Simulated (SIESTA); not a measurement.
The system is Ge.

```
Ge
1.0
     4.33682   -2.99861    0.00000
     4.33682    2.99861    0.00000
     0.00000    0.00000    5.75046
Ge
8
Cartesian
  4.3368 1.9935 3.7838
  4.3368 -1.9935 1.9667
  4.3368 1.0051 0.9086
  4.3368 -1.0051 4.8419
  1.8041 0.0000 0.0000
  6.1409 0.0000 2.8752
  6.8696 0.0000 0.0000
  2.5328 0.0000 2.8752
```

This isn't the form of Ge at room conditions, which is diamond.

```yaml
Program: SIESTA 5.4.2
Task: single point
Functional: PBEsol
Potentials_or_basis: PseudoDojo 0.4 standard (PBEsol files)
Basis: DZP (energy shift 0.003 Ry; two zetas on semicore shells)
Grid_cutoff: 800 Ry
Energy_shift: 0.003 Ry
k_mesh: 6 × 6 × 5
Occupations: fermi-dirac, width 0.05 eV
Spin: no spin polarisation
```

On this cell: pressure 1.0 GPa; largest force 0.103 eV/Å; band gap on the k mesh none (metal or under the smearing width).

The same run follows on a disturbed copy (atoms moved at random, drawn with an rms of 0.05 Å):

```
CELL_PARAMETERS angstrom
4.33682 -2.99861 0.00000
4.33682 2.99861 0.00000
0.00000 0.00000 5.75046
ATOMIC_POSITIONS crystal
Ge 0.17224 0.83096 0.65286
Ge 0.83937 0.16070 0.35135
Ge 0.33203 0.67410 0.15870
Ge 0.67365 0.33813 0.84089
Ge 0.20618 0.21404 0.99672
Ge 0.70147 0.71056 0.49592
Ge 0.79372 0.78176 0.99840
Ge 0.29105 0.29278 0.50198
```

Q: What changes?

A: The energy (extrapolated to zero smearing) moves by +4.7 meV/atom; pressure 1.2 GPa; largest force 0.423 eV/Å; band gap on the k mesh none (metal or under the smearing width).

Forces on the atoms (eV/Å):
```
Ge  -0.110 -0.119  0.309
Ge  -0.055  0.273 -0.319
Ge  -0.103  0.074 -0.038
Ge  -0.242 -0.147  0.027
Ge   0.035 -0.102  0.065
Ge   0.087 -0.070  0.006
Ge   0.275  0.113 -0.009
Ge   0.114 -0.021 -0.043
```

Stress tensor (GPa, compression positive):
```
 1.93 -0.07  0.10
-0.07  0.92 -0.29
 0.10 -0.29  0.87
```

Caveats: the basis of atomic orbitals isn't converged, which shifts pressures, moduli and gaps.
